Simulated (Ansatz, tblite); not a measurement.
MgI$_{2}$: GFN2-xTB, run from Python

These are simulated results from tblite 0.8.0, not measurements. The cell was built from a prototype and was relaxed with r2SCAN+rVV10 in plane waves (Ansatz 0.2.0). Not every such cell is a known phase. All runs are without spin polarisation.

Space group P-3m1 (No. 164), trigonal; a = 4.157 Å, c = 6.873 Å in the conventional setting, 34.29 Å³ an atom. Mg has 6 I at 2.92 Å; I has 3 Mg at 2.92 Å.

tblite solves periodic systems at the zone centre alone, so the script builds a cluster of 3×3×2 conventional cells (54 atoms), which folds in a coarse mesh of k points.

Input script:

```python
import json
from ase import Atoms
from ase.build import make_supercell
from ase.units import Bohr, GPa, Hartree
from tblite.interface import Calculator

atoms = Atoms(['Mg', 'I', 'I'],
              cell=[[4.15721305, 0.0, 0.0], [-2.07860652, 3.60025211, 0.0], [0.0, 0.0, 6.87332525]],
              scaled_positions=[[0.0, 0.0, 0.0], [0.333333333, 0.666666667, 0.242622095], [0.666666667, 0.333333333, 0.757377905]],
              pbc=True)
cluster = make_supercell(atoms, [[3, 0, 0], [0, 3, 0], [0, 0, 2]])
calc = Calculator('GFN2-xTB', cluster.numbers, cluster.positions / Bohr, lattice=cluster.cell[:] / Bohr, periodic=cluster.pbc)
calc.set('temperature', 0.02 / Hartree)
calc.set('max-iter', 150)
res = calc.singlepoint()
levels = res.get('orbital-energies') * Hartree
nv = round(res.get('orbital-occupations').sum() / 2)
cells = len(cluster) // len(atoms)
out = {'energy_per_cell': res.get('energy') * Hartree / cells, 'homo': levels[nv - 1], 'lumo': levels[nv],
       'stress': (-res.get('virial') * Hartree / cluster.get_volume() / GPa).tolist(), 'charges': res.get('charges')[:len(atoms)].tolist(), 'electrons': 2 * nv / cells}
json.dump(out, open('results.json', 'w'))
for key, value in out.items():
    print(key, value)
```

Command: `python run.py`. It took 4.8 s on 1 thread of Arm Neoverse V1, with other jobs on the host, peak memory 0.12 GiB.

The log:

```
------------------------------------------------------------
  cycle        total energy    energy error   density error
------------------------------------------------------------
      1     -141.3984346241  -1.4156245E+02   6.5867240E-01
      2     -148.7810336472  -7.3825990E+00   1.0012878E+00
      3     -145.5795637975   3.2014698E+00   1.3406797E+00
      4     -144.1971690194   1.3823948E+00   8.4316065E-01
      5     -150.2453281344  -6.0481591E+00   2.2558997E-01
      6     -150.4997606766  -2.5443254E-01   5.5757727E-02
      7     -150.5017002776  -1.9396010E-03   6.3557667E-02
      8     -150.5814377578  -7.9737480E-02   7.4158174E-03
      9     -150.5797557831   1.6819746E-03   8.0844287E-03
     10     -150.5757459519   4.0098312E-03   1.7632638E-02
     11     -150.5819424067  -6.1964548E-03   2.4302825E-03
     12     -150.5821192775  -1.7687073E-04   7.5731821E-04
     13     -150.5821267695  -7.4920113E-06   4.5233884E-04
     14     -150.5821305822  -3.8127595E-06   1.9856516E-04
     15     -150.5821309172  -3.3498168E-07   1.4298299E-04
     16     -150.5821310835  -1.6625944E-07   9.9973102E-05
     17     -150.5821312005  -1.1706908E-07   5.0083787E-05
     18     -150.5821312195  -1.8985929E-08   3.5456384E-05
     19     -150.5821312308  -1.1227684E-08   2.3028386E-05
     20     -150.5821312372  -6.4829351E-09   1.1715332E-05
------------------------------------------------------------

 total:                                   4.082 sec
energy_per_cell -227.6415834149053
homo -12.389170140018425
lumo -7.883577632636975
stress [[3.7918594078337513, -0.00010301320673779489, -1.7175709239618302e-06], [-0.00010301320673769184, 3.7917405056724913, -3.599786988058518e-06], [-1.7175709238052985e-06, -3.599786988029464e-06, 0.04947045628972339]]
charges [0.4431836756293473, -0.22160077898225414, -0.22159855827193845]
electrons 16.0
```

The cycle table is in hartree for the whole cluster, and the lines after it are in eV (the energy for one cell). The printed stress is in GPa and positive in compression, and the pressure is its mean diagonal.

GFN2-xTB gives a gap of 4.51 eV. On the same cell, plane-wave PBE (Ansatz, 12×12×4 k points and the special points) gives a gap of 3.49 eV and r2SCAN a gap of 4.11 eV; on shared hosts these took about 12 and 29 core-seconds on the 3-atom cell, against 4.8 for the script. Spin-orbit coupling, left out in all these runs, can cut or reorder the gap by tenths of an eV, up to about 1 eV with Pb or Bi. xTB was fitted to molecules, so gaps, charges and pressures of solids can be far off, and the gap also depends on the size of the cluster.

The same script was run on cells scaled at fixed shape and fractional coordinates:

| volume (Å³/atom) | energy (meV/atom) | pressure (GPa, positive in compression) | gap (eV) |
| --- | --- | --- | --- |
| 30.18 | 125.6 | 7.72 | 4.71 |
| 32.23 | 46.1 | 4.74 | 4.66 |
| 34.29 | 0.0 | 2.54 | 4.51 |
| 36.35 | -22.0 | 0.93 | 4.29 |
| 38.41 | -25.1 | -0.35 | 4.05 |

A Birch-Murnaghan fit puts the minimum at 37.78 Å³/atom, 10.2 % above the given cell, with a bulk modulus of 21.6 GPa at fixed shape.

xTB was fitted mostly to molecules, and a small cluster samples few k points, so gaps, pressures and kinks along a curve can be far from a solid's.

No spin-orbit coupling is included; it can move band edges with weight on the heavy atoms by tenths of an eV.
